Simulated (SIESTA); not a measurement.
The system is Mo2WS6, a slab with vacuum.

```
W Mo S
1.0
     2.75766   -1.59213    0.00000
     2.75766    1.59213    0.00000
    -0.02936    0.00000   27.90210
W Mo S
1 2 6
Cartesian
  3.6666 0.0000 11.7771
  1.8200 0.0000 18.2125
  3.6482 0.0000 24.6721
  3.6586 0.0000 19.7643
  1.8280 0.0000 10.2173
  1.8098 0.0000 23.1203
  1.8280 0.0000 13.3373
  1.8098 0.0000 26.2235
  3.6584 0.0000 16.6607
```

| Property | Result |
| --- | --- |
| Program | SIESTA 5.4.2 |
| Task | single point |
| Functional | PBEsol |
| Potentials or basis | PseudoDojo 0.4 standard (PBEsol files) |
| Basis | DZP (energy shift 0.003 Ry; two zetas on semicore shells) |
| Grid cutoff | 800 Ry |
| Energy shift | 0.003 Ry |
| k mesh | 10 × 10 × 1 |
| Occupations | fermi-dirac, width 0.05 eV |
| Spin | no spin polarisation |

On this cell: largest force 0.330 eV/Å; band gap on the k mesh 1.25 eV, indirect (least direct gap 1.79 eV).

The same run follows on a disturbed copy (atoms moved at random, drawn with an rms of 0.05 Å):

```
W Mo S
1.0
     2.75766   -1.59213    0.00000
     2.75766    1.59213    0.00000
    -0.02936    0.00000   27.90210
W Mo S
1 2 6
Direct
  0.65893 0.68261 0.42110
  0.34360 0.33286 0.65128
  0.67680 0.65324 0.88495
  0.68164 0.65286 0.70925
  0.34522 0.31584 0.36836
  0.35603 0.32851 0.82805
  0.34891 0.32507 0.47785
  0.31971 0.34476 0.94087
  0.66158 0.66697 0.59586
```

What does the disturbed cell give?

The energy moves by +29.7 meV/atom; largest force 2.884 eV/Å; band gap on the k mesh 1.20 eV, indirect (least direct gap 1.83 eV).

Forces in eV/Å, atoms in the order of the input:
```
W   -0.568 -1.939  2.058
Mo  -0.621  0.003  1.037
Mo   0.567  0.750 -0.430
S    0.226  0.222 -0.762
S    0.505  1.175 -2.181
S   -0.572  0.008  0.290
S    0.062  0.764  0.183
S    0.005 -0.757  0.078
S    0.398 -0.227 -0.272
```

Stress tensor (GPa, compression positive):
```
-0.63  0.36  0.02
 0.36 -0.80 -0.66
 0.02 -0.66  1.02
```

Caveats: short orbitals over semicore shells can move pressures by several GPa; spin-orbit coupling is left out, which moves the levels of the heavy elements; the basis of atomic orbitals isn't converged, which shifts pressures, moduli and gaps.

A k mesh can miss the band edges.
